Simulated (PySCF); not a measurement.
# ClGe2H5O: the cost of one run

Computed with PySCF 2.14.0, with density-fitted response routines of our own, on a single molecule in the gas phase. Atoms count from 0, in the outputs and in this text.

## 1. The molecule as given

9 atoms, charge 0, multiplicity 1; geometry from: GFN2-xTB. The atoms were then displaced at random by about 0.01 Å, so the start is not that level's minimum.

Bonds of the start (Å): Cl0–Ge1 2.06, Ge1–O2 1.74, O2–Ge3 1.69, Ge1–H4 1.50, Ge1–H5 1.50, Ge3–H6 1.51, Ge3–H7 1.51, Ge3–H8 1.49.

## 2. Optimising the geometry at PBE0-D3(BJ)/def2-SVP

Job settings and geometry (Å):

```
{"job": {"xc": "PBE0", "basis": "def2-SVP", "d3": "d3bj", "grid": 1, "shake": 0.01, "kind": "geom"}, "charge": 0, "multiplicity": 1}
Cl     1.478610     1.839600    -1.382560
Ge     1.638260     0.338630     0.017290
O      0.072930    -0.378530     0.294070
Ge    -1.597790    -0.456830     0.075320
H      2.081400     0.883340     1.344080
H      2.502660    -0.773820    -0.504100
H     -2.038370    -1.484930     1.088360
H     -2.191750     0.904930     0.349080
H     -1.888140    -0.889560    -1.315250
```

Launch:

```
$ OMP_NUM_THREADS=1 python probes_run.py task.json out
```

This one command runs all jobs of the session in turn.

**Question.** How long does this first job take on 1 thread of Arm Neoverse V1, shared host, and how much memory does it need?

About 86 s, with a peak of 0.5 GiB.
